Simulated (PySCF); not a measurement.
# B2H8P2: the cost of one run

Programs: PySCF 2.14.0, with density-fitted response routines of our own. Each step states its level of theory. These are calculated values for one molecule in the gas phase, unless marked as measured. Atoms count from 0, in the outputs and in this text.

### Step 1. Starting geometry

12 atoms, charge 0, multiplicity 1; geometry from: PBE0-D3(BJ)/def2-SVP.

Bonds of the start (Å): B0–P1 1.97, P1–B2 1.97, B2–P3 1.97, P3–B0 1.97, B0–H4 1.21, B0–H5 1.22, P1–H6 1.42, P1–H7 1.42, B2–H8 1.22, B2–H9 1.21, P3–H10 1.42, P3–H11 1.42.

### Step 2. NMR shieldings: HF/pcSseg-2

Job settings and geometry (Å):

```
{"job": {"kind": "nmr", "xc": "HF", "basis": "pcSseg-2", "pop": false}, "charge": 0, "multiplicity": 1}
B      0.186251    -1.435365    -0.085154
P     -1.242918    -0.141312     0.335595
B     -0.108818     1.366140    -0.244202
P      1.404114     0.116719    -0.030115
H      0.380392    -2.367470     0.662051
H      0.050295    -1.707210    -1.264894
H     -1.609567    -0.102324     1.703141
H     -2.510548    -0.307702    -0.274066
H     -0.285384     1.471032    -1.444863
H     -0.120086     2.394260     0.394368
H      2.470362     0.174658    -0.960612
H      2.108586     0.261216     1.190128
```

Level: GIAO HF/pcSseg-2 NMR shielding, non-relativistic, gas phase.

The run is started by

```sh
$ OMP_NUM_THREADS=1 python probes_run.py task.json out
```

The driver reads the jobs from task.json and runs them one after another.

Q: Estimate the wall time and peak memory of this first job on 1 thread of Arm Neoverse V2, shared host.

About 13 s, with a peak of 1.1 GiB.
